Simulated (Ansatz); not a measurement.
**AlGeNH4O (SMILES [NH2][GeH]1[O][AlH]1) at BHLYP/6-31G(d) (spherical functions)**

Aim: the energy change on altering one bond length of AlGeNH4O at BHLYP/6-31G* (spherical functions), from 2 runs. 

The results are computed with Ansatz 0.2.0.

128 further runs of the same task are left out: 128 set aside as unsound or not needed.

## 1. The system as given

The species is AlGeNH4O (8 atoms), meant as a singlet with charge 0. As SMILES, `[NH2][GeH]1[O][AlH]1`. Geometry: relaxed at PBE0-D4/def2-TZVP. This is one conformer, not always the lowest.

Bond lengths: N1–Ge2 1.822 Å, Ge2–O3 1.896 Å, Ge2–Al4 2.331 Å, O3–Al4 1.699 Å, N1–H5 1.009 Å, N1–H6 1.008 Å, Ge2–H7 1.543 Å, Al4–H8 1.577 Å. Some angles: N1–Ge2–O3 114.7°, N1–Ge2–Al4 126.9°, O3–Ge2–Al4 46.0°, Ge2–O3–Al4 80.7°, Ge2–Al4–O3 53.4°, N1–Ge2–H7 103.9°, O3–Ge2–H7 108.8°, Al4–Ge2–H7 128.4°, Ge2–N1–H5 116.8°, Ge2–N1–H6 117.5°.

## 2. The energy at BHLYP/6-31G(d) (spherical functions)

Input file molecule.yaml:

```yaml
crystal:
  periodic: [false, false, false]
  atoms:
    - {symbol: N, position_ang: [-1.000700, 1.330400, 0.514400]}
    - {symbol: Ge, position_ang: [0.239100, 0.000100, 0.626900]}
    - {symbol: O, position_ang: [1.177500, -0.346000, -0.983500]}
    - {symbol: Al, position_ang: [0.431500, -1.856900, -0.769100]}
    - {symbol: H, position_ang: [-0.662600, 2.276400, 0.611900]}
    - {symbol: H, position_ang: [-1.682100, 1.271200, -0.226100]}
    - {symbol: H, position_ang: [1.237900, 0.511900, 1.685400]}
    - {symbol: H, position_ang: [0.351700, -3.244100, -1.515600]}
basis:
  gaussian:
    orbitals: 6-31G_st_-spherical.json
hamiltonian:
  xc: {name: BHLYP}
accuracy: high
output:
  orbitals: {seedname: orbitals}
```

The basis set 6-31G* is read from a file made from the Basis Set Exchange's data (not shown).

Launch:

```
$ ansatz run molecule.yaml --threads 1 --pin off --max-ram 3480MiB --events-out events.jsonl --progress --plain --runs-dir runs
```

Output:

```text
Warning: RAYON_NUM_THREADS=1 ignored (pool sized by the plan → 1); use --threads N
Functional definition: BHLYP
  name "BHLYP"
  parameter a = 0.5
  exchange = (1 - a)*b88_x + a*exact_x
  correlation = lyp_c
1871 factors; integrals over basis functions are off by at most 4.7e-9 eV
mean field evaluation 1: about -66697.2248 eV, gradient 6.9e1 eV
mean field evaluation 2: about -66673.2668 eV, gradient 1.2e2 eV
mean field evaluation 4: about -66706.3733 eV, gradient 8.2e0 eV
mean field evaluation 8: about -66706.8835 eV, gradient 3.6e-1 eV
mean field evaluation 16: about -66706.8841 eV, gradient 1.3e-4 eV
mean field -66706.88407768 eV, -2451.4327743048 hartree, gradient 9.2e-8 eV, S^2 0.000000; 0 other end points of the search recorded, 0 dependent functions left out
reference -66706.88410640 eV, -2451.4327753600 hartree; 32, 32 occupied and 54, 54 virtual orbitals, 1871 factors
Total energy: -66706.88410640 eV, -2451.4327753600 hartree
```

Wall time 11 s (1 thread of Arm Neoverse V2, shared host); peak memory 0.32 GiB.

## 3. The distorted shape

Input file molecule.yaml:

```yaml
crystal:
  periodic: [false, false, false]
  atoms:
    - {symbol: N, position_ang: [-1.169755, 0.857386, 0.465649]}
    - {symbol: Ge, position_ang: [0.070045, -0.472914, 0.578149]}
    - {symbol: O, position_ang: [1.008445, -0.819014, -1.032251]}
    - {symbol: Al, position_ang: [0.262445, -2.329914, -0.817851]}
    - {symbol: H, position_ang: [-0.662600, 2.276400, 0.611900]}
    - {symbol: H, position_ang: [-1.851155, 0.798186, -0.274851]}
    - {symbol: H, position_ang: [1.068845, 0.038886, 1.636649]}
    - {symbol: H, position_ang: [0.182645, -3.717114, -1.564351]}
basis:
  gaussian: {orbitals: 6-31G_st_-spherical.json}
output: {orbitals: {seedname: orbitals}}
hamiltonian: {xc: {name: BHLYP}}
accuracy: high
```

The basis set 6-31G* is read from a file made from the Basis Set Exchange's data (not shown).

Launch:

```
$ ansatz run molecule.yaml --threads 1 --pin off --max-ram 3480MiB --events-out events.jsonl --progress --plain --runs-dir runs
```

Output:

```text
Warning: RAYON_NUM_THREADS=1 ignored (pool sized by the plan → 1); use --threads N
Functional definition: BHLYP
  name "BHLYP"
  parameter a = 0.5
  exchange = (1 - a)*b88_x + a*exact_x
  correlation = lyp_c
1870 factors; integrals over basis functions are off by at most 4.6e-9 eV
mean field evaluation 1: about -66694.5000 eV, gradient 6.9e1 eV
mean field evaluation 2: about -66667.9713 eV, gradient 1.3e2 eV
mean field evaluation 4: about -66704.1189 eV, gradient 1.1e1 eV
mean field evaluation 8: about -66704.4475 eV, gradient 3.7e-1 eV
mean field evaluation 16: about -66704.4479 eV, gradient 1.5e-4 eV
mean field -66704.44785797 eV, -2451.3432448816 hartree, gradient 1.0e-8 eV, S^2 0.000000; 0 other end points of the search recorded, 0 dependent functions left out
reference -66704.44788730 eV, -2451.3432459594 hartree; 32, 32 occupied and 54, 54 virtual orbitals, 1870 factors
Total energy: -66704.44788730 eV, -2451.3432459594 hartree
```

It took 9.9 s on 1 thread of Arm Neoverse V2, shared host; peak memory 0.31 GiB.

## 4. What came out

At BHLYP/6-31G* (spherical functions):

| quantity | value |
| --- | --- |
| first shape: total energy | -2451.43278 Eh |
| first shape: HOMO energy | -7.15 eV |
| first shape: LUMO energy | -0.43 eV |
| first shape: HOMO–LUMO gap | 6.72 eV |
| distorted shape: total energy | -2451.34325 Eh |
| distorted shape: HOMO energy | -7.17 eV |
| distorted shape: LUMO energy | -0.64 eV |
| distorted shape: HOMO–LUMO gap | 6.53 eV |
| energy change with the N1–H5 bond stretched from 1.009 to 1.514 Å | 2.436 eV |

With the N1–H5 bond stretched from 1.009 to 1.514 Å the energy rises by 2.44 eV (235 kJ/mol). The first shape isn't relaxed at this level, so the change isn't measured from a minimum.
